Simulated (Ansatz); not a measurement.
# ScTe2 (fluorite): other levels of theory at one geometry

One table from this session's results is given with a row withheld; the runs are named, their logs left out.

Program: Ansatz 0.2.0. Level of theory: DFT at several levels, plane waves, PAW. These are calculated values, not measurements.

1 further run of the same task is left out (set aside as unsound or not needed). Runs told in other sessions of the task aren't counted.

## The starting structure

Symmetry: Fm-3m, No. 225, cubic system. The conventional cell has a = 7.126 Å, b = 7.126 Å, c = 7.126 Å, α = 90.00°, β = 90.00°, γ = 90.00°. Around Sc (site symmetry m-3m) lie 8 Te at 3.09 Å. Te (site symmetry -43m) has 4 Sc at 3.09 Å in its first shell of neighbours.

Coordinates:

```cif
data_structure
_symmetry_space_group_name_H-M 'P 1'
_symmetry_Int_Tables_number 1
_cell_length_a 5.0385
_cell_length_b 5.0385
_cell_length_c 5.0385
_cell_angle_alpha 60.000
_cell_angle_beta 60.000
_cell_angle_gamma 60.000
_cell_volume 90.45
loop_
_atom_site_label
_atom_site_type_symbol
_atom_site_fract_x
_atom_site_fract_y
_atom_site_fract_z
_atom_site_occupancy
Sc1 Sc 0.00000 0.00000 0.00000 1
Te1 Te 0.25000 0.25000 0.25000 1
Te2 Te 0.75000 0.75000 0.75000 1
```

This cell comes from an earlier session at PBE: 30.149 Å³/atom at -0.05 GPa, on a 8×8×8 mesh, a metal on this mesh.

Levels to run: PBE+SOC; r²SCAN; PBEsol; LDA. Hardware: 2 threads of Arm Neoverse V2, shared host.

The first run:

File input.yaml:

```yaml
crystal:
  lattice:
    - [0.0, 3.5627719815, 3.5627719815]
    - [3.5627719815, 0.0, 3.5627719815]
    - [3.5627719815, 3.5627719815, 0.0]
  atoms:
    - { symbol: Sc, position: [0.0, 0.0, 0.0] }
    - { symbol: Te, position: [0.25, 0.25, 0.25] }
    - { symbol: Te, position: [0.75, 0.75, 0.75] }
basis:
  ecutwfc: 420
  ecutrho_ratio: 4
kpoints:
  mp_grid: { grid: [8, 8, 8] }
hamiltonian:
  xc: pbe
scf:
  occupations: { method: gaussian, width: 0.05 }
output:
  forces: true
  stress: true
  eigenvalues: true
  populations: true
  dos: { projected: true, de: 0.02 }
  write_density: true
  write_potential: true
  elf: true
  volumetric_format: npy
magnetization:
  noncollinear: true
  spin_orbit: true
```

On the command line:

```console
$ ansatz run input.yaml --threads 2 --pin off --max-ram 2662MiB --backend cpu --events-out ev --progress --plain --runs-dir out
```

Among the steps run: PBE+SOC; r²SCAN; PBEsol; LDA.

One of the session's tables, all rows but one given; the rest of the session is left out.

```
  level  pressure (GPa)
    PBE             0.0
    LDA            -4.0
 PBEsol            -2.4
PBE+SOC             0.1
 r²SCAN               ?
```

Q: Estimate the row for r²SCAN from the others.

The run gave: pressure (GPa): -0.3. In the column «pressure (GPa)» it lies between PBEsol (-2.4) and PBE (0.0).

The pressure runs from -4.0 GPa (LDA) to 0.1 GPa (PBE+SOC); a negative pressure means that level wants a smaller cell, a positive one a larger cell. Total energies of different levels have different zeros and can't be compared.
